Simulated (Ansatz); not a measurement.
# NaB2N2: the cost of one run

Program: Ansatz 0.2.0. Level of theory: DFT PBE, scalar-relativistic, plane waves, PAW. These are calculated values, not measurements.

## (1) Starting point

Symmetry: Pmm2, No. 25, orthorhombic system. Conventional cell: a = 2.705 Å, b = 3.606 Å, c = 3.606 Å, α = 90.00°, β = 90.00°, γ = 90.00°. Na (site symmetry mm2) has 8 N at 2.27 to 2.43 Å and 8 B at 2.36 to 2.43 Å in its first shell of neighbours. Around B (site symmetry mm2) lie 2 N at 1.52 Å and 2 B at 1.59 to 2.02 Å and 4 Na at 2.43 Å. B (site symmetry mm2) has 2 N at 1.52 Å and 2 B at 1.59 to 2.02 Å and 4 Na at 2.36 Å in its first shell of neighbours. N (site symmetry m) is surrounded by 1 N at 1.33 Å and 2 B at 1.52 Å and 2 Na at 2.27 Å.

As a file:

```xyz
5
Lattice="2.7049 0.0000 0.0000 0.0000 3.6058 0.0000 0.0000 0.0000 3.6058" Properties=species:S:1:pos:R:3 pbc="T T T"
Na    1.3524    0.0000    1.9102
B     0.0000    1.8029    1.0088
B     0.0000    1.8029    2.5970
N     0.0000    2.9425    0.0000
N     0.0000    0.6633    0.0000
```

A structure generator made this guess: Na between sheets of the BC type, stage 1 (Pmm2, No. 25). Lengths come from tabulated atomic sizes and are only a guess.

## (2) Probe: one point on a coarse mesh

Input file input.yaml:

```yaml
crystal:
  lattice:
    - [2.70489031, 0.0, 0.0]
    - [0.0, 3.60577052, 0.0]
    - [0.0, 0.0, 3.60577052]
  atoms:
    - { symbol: Na, position: [0.5, 0.0, 0.529774] }
    - { symbol: B, position: [0.0, 0.5, 0.279774] }
    - { symbol: B, position: [0.0, 0.5, 0.720226] }
    - { symbol: "N", position: [0.0, 0.81605798, 0.0] }
    - { symbol: "N", position: [0.0, 0.18394202, 0.0] }
basis:
  ecutwfc: 420
kpoints:
  mp_grid: { grid: [6, 6, 6] }
hamiltonian:
  xc: pbe
scf:
  occupations: { method: gaussian, width: 0.1 }
  lower_state_search: "off"
output:
  forces: true
  stress: true
  eigenvalues: true
```

The run is started by

```bash
$ ansatz run input.yaml --threads 1 --pin off --max-ram 2560MiB --backend cpu --events-out ev --progress --plain --runs-dir out
```

What time and memory should one allow on 1 thread of AMD EPYC (Zen 3), shared host?

About 8.3 s, with a peak of 0.35 GiB.
